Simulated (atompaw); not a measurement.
**Pseudopotential generation for terbium: PAW (atompaw), PBEsol**

Do these settings give a usable potential? It is generated, then checked for scattering, ghosts and hardness.

Method: atompaw 4.2.0.5, PBEsol, scalar-relativistic.

## (1) The design

Typed settings, in words:

```
element                 : terbium (Tb, Z = 65)
type                    : PAW
frozen core             : [Kr] 4d10
valence charge          : 19
reference configuration : 4f8 5s2 5p6 5d1 6s2 6p0
partial waves           : 5s (bound): rc 1.80 bohr; 6s (bound): rc 2.50 bohr; 5p (bound): rc 1.85 bohr; 6p (bound, empty): rc 2.50 bohr; 5d (bound): rc 2.15 bohr; 5d channel at 3.5 Ry: rc 2.50 bohr; 4f (bound): rc 0.75 bohr; 4f channel at 4.05 Ry: rc 0.75 bohr
local potential         : bessel scheme, radius 1.65 bohr
core correction         : smooth core density matched at 1.65 bohr
augmentation charge     : sinc compensation charge, radius 1.80 bohr; PAW radius 2.50 bohr; waves and projectors: custom polynom vanderbiltortho
```

The outer shells as boxes (Hund's rule for the drawing; the calculation is spin-unpolarised):

```
[Kr] core
4d [↑↓][↑↓][↑↓][↑↓][↑↓]
4f [↑↓][↑ ][↑ ][↑ ][↑ ][↑ ][↑ ]
5s [↑↓]
5p [↑↓][↑↓][↑↓]
5d [↑ ][  ][  ][  ][  ]
6s [↑↓]
6p [  ][  ][  ]
```

## (2) The generation run

Tb.input reads:

```
Tb 65
GGA-PBESOL scalarrelativistic loggrid 2001 logderivrange -6 5 276
6 6 5 4 0 0
6 1 0
5 2 1
4 3 8
0 0 0
c
c
c
c
v
v
c
c
c
v
v
c
c
v
v
3
2.50 1.80 1.65 1.65
n
n
y
3.5
n
y
4.05
n
custom polynom vanderbiltortho sinc
bessel
1.80
2.50
1.85
2.50
2.15
2.50
0.75
0.75
PWSCFOUT
UPFDX 0.0125d0 UPFXMIN -7.d0 UPFZMESH 65.d0
END
```

Run with:

```console
$ atompaw < Tb.input > Tb.log
```

Before running it: what results should come out? Wanted: cutoffs for 10 and 1 mRy, occupied levels; bound ghosts; largest phase difference near zero energy, channels read; lowest eigenvalue of the overlap; share of valence orbitals outside the PAW sphere; UPF file.

**Answer**, as computed:

```
                                                quantity                                              value
               cutoffs for 10 and 1 mRy, occupied levels                        over 300 Ry and over 300 Ry
                                            bound ghosts                                         none found
largest phase difference near zero energy, channels read                                          0.028 rad
         lowest eigenvalue of the overlap (Bessel basis)                                          0.598 (p)
        share of valence orbitals outside the PAW sphere  5s 1 %, 6s 87 %, 5p 5 %, 6p 96 %, 5d 51 %, 4f 1 %
                                                UPF file                                            written
```

What this shows: It counts as very hard, with over 300 Ry needed at the looser tolerance. The slowest occupied level is 4f: taken alone it needs over 300 Ry to come within 1 mRy, against 18 Ry for 5p. It is free of bound ghosts as far as tested. Near zero energy the phases of the channels with partial waves agree within 0.028 rad.
